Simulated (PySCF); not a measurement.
# CsO+: bond curves at several levels of theory

An exercise on one series of results from a longer session: the logs are not shown, and one member is left open.

The runs use PySCF 2.14.0; Cs def2-TZVP with ECP46, O def2-TZVP, scalar-relativistic core potentials.

The first run:

A driver script around PySCF takes these settings:

```json
{"atoms": "Cs, O", "charge": "1", "basis": "Cs def2-TZVP with ECP46, O def2-TZVP", "Hamiltonian": "scalar-relativistic core potentials", "basis functions": "60", "electrons treated": "16", "masses in u": "132.9054, 15.9949", "levels": "PBE0, PBE, r²SCAN, BLYP, r²SCAN0, TPSS, ωB97X, HF, MP2, SCS-MP2, CCSD, CCSD(T)", "grid": "80 radial by 434 angular points", "occupations": "held fixed by the projection of orbital angular momentum", "dissociation limit": "Cs+ + O, each in its ground configuration", "starting distance in angstrom": "2.905", "values of 2S to try": "0, 2"}
```

Steps of the session up to this table: The job; The PBE0 curve of the state that the search chose; Excited determinants; PBE; r²SCAN (meta-GGA); BLYP (GGA); r²SCAN0 (hybrid meta-GGA); TPSS (meta-GGA); ωB97X; UHF; Correlated methods on the Hartree–Fock reference.

One of the session's tables, all rows but one given; the rest of the session is left out.

| level | Re (Å) | ωe (cm⁻¹) | De (eV) |
| --- | --- | --- | --- |
| UHF | 3.587 | 68.5 | 0.090 |
| UHF-MP2 | 3.503 | 79.0 | 0.114 |
| UHF-SCS-MP2 | 3.523 | 77.2 | 0.111 |
| UHF-CCSD | 3.517 | 78.0 | 0.113 |
| UHF-CCSD(T) | 3.510 | 78.9 | 0.115 |
| PBE | 3.419 | 86.1 | 0.144 |
| BLYP | 3.495 | 77.2 | 0.118 |
| TPSS | 3.474 | 75.8 | 0.124 |
| r²SCAN | 3.418 | 84.8 | 0.129 |
| PBE0 | ? | ? | ? |
| r²SCAN0 | 3.407 | 85.2 | 0.123 |
| ωB97X | 3.356 | 96.4 | 0.121 |

Estimate the missing values for PBE0.

**Answer.** Re (Å): 3.419; ωe (cm⁻¹): 84.0; De (eV): 0.128.

De is counted to Cs+ + O in their ground configurations.

Caveats from the session: The bond is weak, and basis-set superposition, which was not computed, may be a sizeable part of it.
